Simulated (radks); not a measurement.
# Ionisation of Tm³⁺: one atom, several choices of relativity

An exercise on one series of results from a longer session: the logs are not shown, and one member is left open.

Method: Kohn-Sham, PBE, spin-unpolarised, spherical densities. Code: radks (a radial shooting solver on a logarithmic mesh, Libxc functionals) version 1.

## The system

| Item | Value |
| --- | --- |
| element | thulium (Z = 69) |
| charge | +3 |
| electrons | 66 |
| configuration | [Xe] 4f12 |
| ion | Tm⁴⁺, [Xe] 4f11 |
| choices | non-relativistic; scalar-relativistic; Dirac, 2j+1 shares; Dirac, low j first; scalar-relativistic, finite nucleus; Dirac, 2j+1 shares, finite nucleus; Dirac, c × 1.5; Dirac, c × 0.75; Dirac, c × 5 |

The first run:

Settings of this run:

```text
Z 69
configuration [Xe] 4f12 6s0 5d0
relativity non-relativistic
functional pbe,pbe
spin unpolarised
nucleus point
```

Steps of the session up to this table: non-relativistic: Tm³⁺.

One of the session's tables, all rows but one given; the rest of the session is left out.

It belongs to the step «non-relativistic: Tm³⁺». From the orbitals of this run (lengths in bohr):

| level | <r> | outermost maximum (interpolated) | 90 % within | nodes |
| --- | --- | --- | --- | --- |
| 4s | 0.5355 | 0.499 | 0.768 | 3 |
| 4p | 0.5459 | 0.501 | 0.793 | 2 |
| 4d | 0.5719 | 0.503 | 0.858 | 1 |
| 5s | 1.306 | 1.17 | 1.88 | 4 |
| 5p | 1.455 | 1.27 | 2.12 | 3 |
| 4f | 0.7192 | 0.484 | 1.22 | 0 |
| 5d | ? | ? | ? | ? |
| 6s | 3.093 | 2.87 | 4.37 | 5 |

Q: Estimate the row for 5d from the others.

**Answer.** <r>: 2.032; outermost maximum (interpolated): 1.67; 90 % within: 3.08; nodes: 2. In the column «<r>» it lies between 5p (1.455) and 6s (3.093).

To keep in mind: Spin polarisation and multiplet splitting of open shells are left out at every level.
